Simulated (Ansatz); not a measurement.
# SVWN5/def2-TZVP run of C2H3Al (ethynylalumane)

What is the electronic atomisation energy of C2H3Al (ethynylalumane) at SVWN5/def2-TZVP? 

The results are computed with Ansatz 0.2.0.

37 further runs of the same task are left out: 1 that didn't finish, 36 set aside as unsound or not needed. Runs told in other sessions of the task aren't counted.

### 1 The structure to begin with

The species is C2H3Al (6 atoms), meant as a singlet with charge 0. As SMILES, `C#[C][AlH2]`. The coordinates come from a PBE0-D4/def2-TZVP relaxation.

Bond lengths: C1–C2 1.211 Å, C2–Al3 1.906 Å, C1–H4 1.067 Å, Al3–H5 1.580 Å, Al3–H6 1.580 Å. Angles: C1–C2–Al3 179.9°, C2–C1–H4 180.0°, C2–Al3–H5 118.8°, C2–Al3–H6 118.8°, H5–Al3–H6 122.4°.

### 2 A single-point energy at SVWN5/def2-TZVP

input.yaml

```yaml
crystal:
  periodic: [false, false, false]
  atoms:
    - {symbol: C, position_ang: [-0.792800, -1.637600, -0.298100]}
    - {symbol: C, position_ang: [-0.266100, -0.564200, -0.106200]}
    - {symbol: Al, position_ang: [0.564800, 1.124200, 0.195000]}
    - {symbol: H, position_ang: [-1.257000, -2.583100, -0.467400]}
    - {symbol: H, position_ang: [1.356700, 1.804700, -0.990500]}
    - {symbol: H, position_ang: [0.436600, 1.792000, 1.621000]}
basis:
  gaussian: {orbitals: def2-TZVP}
output: {orbitals: {seedname: orbitals}}
accuracy: high
hamiltonian: {xc: {name: SVWN5}}
```

Command:

```
ansatz run input.yaml --threads 1 --pin off --max-ram 3480MiB --events-out events.jsonl --progress --plain --runs-dir runs
```

Output:

```text
Warning: RAYON_NUM_THREADS=1 ignored (pool sized by the plan → 1); use --threads N
Functional definition: SVWN5
  name "SVWN5"
  exchange = slater_x
  correlation = vwn5_c
1904 factors; integrals over basis functions are off by at most 5.6e-9 eV
mean field evaluation 1: about -8661.5087 eV, gradient 5.6e1 eV
mean field evaluation 2: about -8627.3566 eV, gradient 1.1e2 eV
mean field evaluation 4: about -8667.1255 eV, gradient 3.3e1 eV
mean field evaluation 8: about -8669.7536 eV, gradient 4.6e-1 eV
mean field evaluation 16: about -8669.7543 eV, gradient 3.0e-5 eV
mean field -8669.75431779 eV, -318.6075946081 hartree, gradient 4.1e-8 eV, S^2 0.000000; 0 other end points of the search recorded, 0 dependent functions left out
reference -8669.75432131 eV, -318.6075947377 hartree; 14, 14 occupied and 103, 103 virtual orbitals, 1904 factors
Total energy: -8669.75432131 eV, -318.6075947377 hartree
```

Run time: 4.5 s. Hardware: 1 thread of Intel Xeon Platinum 8259CL at 2.50GHz (Skylake/Cascade Lake), shared host; peak memory 0.28 GiB.

### 3 The Al atom, same level

input.yaml

```yaml
crystal:
  periodic: [false, false, false]
  atoms:
    - symbol: Al
      position_ang: [0.000000, 0.000000, 0.000000]
basis:
  gaussian:
    orbitals: def2-TZVP
magnetization:
  spin_polarized: true
  initial_magnetization: 1
hamiltonian:
  xc: {name: SVWN5}
accuracy: high
```

Run the same way, it converges to -241.31129 Eh (log not shown).

### 4 The C atom, same level

job.yaml

```yaml
crystal:
  periodic: [false, false, false]
  atoms:
    - {symbol: C, position_ang: [0.000000, 0.000000, 0.000000]}
basis:
  gaussian:
    orbitals: def2-TZVP
magnetization:
  spin_polarized: true
  initial_magnetization: 2
hamiltonian:
  xc: {name: SVWN5}
accuracy: high
```

Command:

```
ansatz run job.yaml --threads 1 --pin off --max-ram 3480MiB --events-out events.jsonl --progress --plain --runs-dir runs
```

Output:

```text
Warning: RAYON_NUM_THREADS=1 ignored (pool sized by the plan → 1); use --threads N
[... 4 set-up lines as earlier in the session ...]
312 factors; integrals over basis functions are off by at most 3.1e-9 eV
mean field evaluation 1: about -1019.3029 eV, gradient 6.2e0 eV
mean field evaluation 2: about -1019.3345 eV, gradient 6.0e0 eV
mean field evaluation 4: about -1019.5353 eV, gradient 9.0e-1 eV
mean field evaluation 8: about -1019.5396 eV, gradient 3.3e-3 eV
mean field evaluation 16: about -1019.4684 eV, gradient 3.7e0 eV
mean field evaluation 32: about -1019.5396 eV, gradient 5.0e-2 eV
mean field -1019.53958246 eV, -37.4673885866 hartree, gradient 3.7e-8 eV, S^2 2.002547; 2 other end points of the search recorded, 0 dependent functions left out
reference -1019.53958426 eV, -37.4673886529 hartree; 4, 2 occupied and 27, 29 virtual orbitals, 312 factors
Total energy: -1019.53958426 eV, -37.4673886529 hartree
```

Run time: 0.46 s. Hardware: 1 thread of Intel Xeon Platinum 8259CL at 2.50GHz (Skylake/Cascade Lake), shared host.

### 5 The H atom at the same level

molecule.yaml

```yaml
crystal:
  periodic: [false, false, false]
  atoms:
    - {symbol: H, position_ang: [0.000000, 0.000000, 0.000000]}
basis:
  gaussian: {orbitals: def2-TZVP}
magnetization: {spin_polarized: true, initial_magnetization: 1}
hamiltonian: {xc: {name: SVWN5}}
accuracy: high
```

Command:

```
ansatz run molecule.yaml --threads 1 --pin off --max-ram 3480MiB --events-out events.jsonl --progress --plain --runs-dir runs
```

Output:

```text
Warning: RAYON_NUM_THREADS=1 ignored (pool sized by the plan → 1); use --threads N
[... 4 set-up lines as earlier in the session ...]
21 factors; integrals over basis functions are off by at most 9.8e-8 eV
mean field evaluation 1: about -13.0148 eV, gradient 4.6e-1 eV
mean field evaluation 2: about -13.0170 eV, gradient 5.0e-2 eV
mean field evaluation 4: about -13.0164 eV, gradient 2.2e-3 eV
mean field evaluation 8: about -13.0164 eV, gradient 3.8e-7 eV
mean field -13.01639852 eV, -0.4783438226 hartree, gradient 2.3e-9 eV, S^2 0.750000; 0 other end points of the search recorded, 0 dependent functions left out
reference -13.01640029 eV, -0.4783438880 hartree; 1, 0 occupied and 5, 6 virtual orbitals, 21 factors
Total energy: -13.01640029 eV, -0.4783438880 hartree
```

It took 0.12 s on 1 thread of Intel Xeon Platinum 8259CL at 2.50GHz (Skylake/Cascade Lake), shared host.

### 6 Summary of results

Level: SVWN5/def2-TZVP.

| quantity | value |
| --- | --- |
| molecule: total energy | -318.60759 Eh |
| molecule: HOMO energy | -6.98 eV |
| molecule: LUMO energy | -2.90 eV |
| molecule: HOMO–LUMO gap | 4.08 eV |
| Al atom: total energy | -241.31129 Eh |
| Al atom: ⟨S²⟩ | 0.752 |
| C atom: total energy | -37.46739 Eh |
| C atom: ⟨S²⟩ | 2.003 |
| H atom: total energy | -0.47834 Eh |
| H atom: ⟨S²⟩ | 0.750 |
| electronic atomisation energy | 25.211 eV |

Taking the molecule apart into free atoms costs 25.21 eV (2433 kJ/mol), before zero-point energy and without spin-orbit coupling.
